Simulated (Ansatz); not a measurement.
**CH4F3GeN: up Jacob's ladder to CCSD(T)**

Aim: compute CH4F3GeN with functionals from several rungs and with coupled cluster, and see how far each lands from CCSD(T) at the basis-set limit for the atomisation energy.

Method: functionals in def2-TZVPP, the program's frozen cores in correlated methods; program: Ansatz 0.2.0, Gaussian basis.

Plan: LDA (SPW92), PBE-D4, revPBE-D4, BLYP-D4, r2SCAN-D4, B97M-V, PBE0-D4, B3LYP-D4, r2SCANh-D4, r2SCAN0-D4, HSE06-D4, BHLYP-D4, CAM-B3LYP-D4, LC-ωPBE, ωB97X-V, ωB97M-V, B2PLYP, PBE-QIDH; CCSD(T)/def2-SVP; CCSD(T)/def2-TZVPP; MP2/def2-QZVPP; extrapolation to the limit; RPA on PBE.

## (1) The geometry

All runs share one geometry, relaxed beforehand with PBE0-D4 in a triple-zeta def2 set.

SMILES `C[NH][Ge]([F])([F])[F]`, 10 atoms, charge 0, spin multiplicity 1.

Atoms are counted from 1 here; the program's logs count them from 0.

Bond lengths: C1–N2 1.455 Å, C1–H7 1.091 Å, C1–H8 1.092 Å, C1–H9 1.095 Å, N2–Ge3 1.778 Å, N2–H10 1.009 Å, Ge3–F4 1.707 Å, Ge3–F5 1.706 Å, Ge3–F6 1.714 Å. Angles: N2–C1–H7 109.6°, N2–C1–H8 109.5°, N2–C1–H9 113.6°, H7–C1–H8 107.2°, H7–C1–H9 108.2°, H8–C1–H9 108.6°, C1–N2–Ge3 121.8°, C1–N2–H10 114.5°, Ge3–N2–H10 114.7°, N2–Ge3–F4 110.3°, N2–Ge3–F5 110.0°, N2–Ge3–F6 117.4°, F4–Ge3–F5 109.2°, F4–Ge3–F6 104.1°, F5–Ge3–F6 105.5°.

## (2) LDA

This LDA is Slater exchange with PW92 correlation.

in.yaml

```yaml
crystal:
  periodic: [false, false, false]
  atoms:
    - {symbol: C, position_ang: [0.073890, -1.216107, 0.802778]}
    - {symbol: N, position_ang: [0.574804, -0.360342, -0.262538]}
    - {symbol: Ge, position_ang: [-0.248321, 1.149463, -0.715101]}
    - {symbol: F, position_ang: [-1.883503, 0.840942, -1.097334]}
    - {symbol: F, position_ang: [0.521654, 1.849808, -2.067262]}
    - {symbol: F, position_ang: [-0.323166, 2.390903, 0.464871]}
    - {symbol: H, position_ang: [-1.015588, -1.256409, 0.757586]}
    - {symbol: H, position_ang: [0.440371, -2.233979, 0.654271]}
    - {symbol: H, position_ang: [0.362805, -0.883050, 1.805034]}
    - {symbol: H, position_ang: [1.580055, -0.332330, -0.339305]}
basis:
  gaussian: {orbitals: def2-TZVPP}
hamiltonian: {xc: lda}
output: {orbitals: {seedname: orbitals}}
```

The run is started by

```
$ ansatz run in.yaml --threads 4 --pin off --events-out ev --progress --plain --max-ram 11315MiB
```

Further steps of the session: PBE-D4 (GGA); revPBE-D4 (GGA); BLYP-D4 (GGA); r2SCAN-D4 (meta-GGA); B97M-V (meta-GGA); PBE0-D4 (hybrid); B3LYP-D4 (hybrid); r2SCANh-D4 (hybrid); r2SCAN0-D4 (hybrid); HSE06-D4 (hybrid); BHLYP-D4 (hybrid); CAM-B3LYP-D4 (range-separated); LC-ωPBE (range-separated); ωB97X-V (range-separated); ωB97M-V (range-separated); B2PLYP (double hybrid); PBE-QIDH (double hybrid); CCSD(T) in def2-SVP; CCSD(T) in def2-TZVPP; MP2 in def2-QZVPP; RPA on PBE orbitals.

**Question.** What will the summary of the whole plan be? Wanted: atomisation energy, CCSD(T)/CBS; farthest beyond LDA; mean size of error, GGA; mean size of error, meta-GGA; mean size of error, hybrid; mean size of error, range-separated; mean size of error, double hybrid; gap, smallest and largest; T1 diagnostic.

The runs gave:

| quantity | value |
| --- | --- |
| atomisation energy, CCSD(T)/CBS | 3762.0 kJ/mol |
| functionals within 37.6 kJ/mol (1.0 %) | BLYP-D4, r2SCAN-D4, B97M-V, CAM-B3LYP-D4, LC-ωPBE, ωB97X-V, ωB97M-V |
| farthest beyond LDA | BHLYP-D4 (-186.2 kJ/mol) |
| mean size of error, GGA | 46.2 kJ/mol |
| mean size of error, meta-GGA | 14.9 kJ/mol |
| mean size of error, hybrid | 78.8 kJ/mol |
| mean size of error, range-separated | 9.8 kJ/mol |
| mean size of error, double hybrid | 52.0 kJ/mol |
| gap, smallest and largest | 4.75 eV (LDA (SPW92)), 12.77 eV (LC-ωPBE) |
| T1 diagnostic | 0.0117 |
| triples share of the correlation energy | 3.2 % |

**Reading.** The LDA atomisation energy is off by 600.5 kJ/mol (16 %): it overbinds. PBE-D4 is off by +65.5 kJ/mol. Double hybrids carry the basis error of their MP2 part in triple zeta, and no dispersion term here, so their miss is partly the set-up's. The rungs range-separated, meta-GGA miss on average by less than the doubt on the reference (37.6 kJ/mol), so they tie. The reference freezes the cores and leaves out relativity and excitations past (T), and its outer-core shells are covered unevenly, so misses under about 37.6 kJ/mol can't be ranked. Hartree-Fock recovers 70 % of the binding; the rest is correlation. CCSD(T) in def2-SVP is off by -255.2 kJ/mol, worse than the median functional, from the basis alone. The gap grows from 4.7 to 12.8 eV across the functionals, mostly with the share of exact exchange. Correlated methods include outer-core shells of Ge, which these sets cover unevenly.
